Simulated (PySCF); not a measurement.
# C7H8S: the cost of one run

Programs: PySCF 2.14.0, with routines of our own; each step states its level. All values are computed. Atoms count from 0.

## 1. The system as given

16 atoms, charge 0, multiplicity 1; geometry from: GFN2-xTB.

## 2. Geometry optimisation at PBE0/def2-SV(P)

The job: settings as JSON, then the geometry in Å.

```
{"job": {"xc": "PBE0", "basis": "def2-SV(P)", "grid": 1, "kind": "geom"}, "charge": 0, "multiplicity": 1}
C     -1.548834    -1.930106    -0.354882
C     -1.231703    -0.665090    -0.079187
C     -2.125086     0.482065     0.026441
C     -1.384543     1.567461     0.317183
C      0.012828     1.194532     0.418908
C      0.117316    -0.132094     0.184184
S      1.519973    -1.165390     0.162648
C      2.835242     0.014108     0.574988
H     -0.794865    -2.698065    -0.410001
H     -2.569160    -2.225506    -0.533489
H     -3.187421     0.425597    -0.112652
H     -1.736631     2.573829     0.457770
H      0.800008     1.889036     0.645348
H      3.759646    -0.554028     0.601845
H      2.636310     0.451330     1.549027
H      2.889322     0.781266    -0.192057
```

The run is started by

```
$ OMP_NUM_THREADS=1 python excited_run.py task.json out
```

The driver reads the jobs from task.json and runs them one after another.

Q: Estimate the wall time and peak memory of this first job on 1 thread of Arm Neoverse V2, shared host.

About 24 s, with a peak of 0.57 GiB.
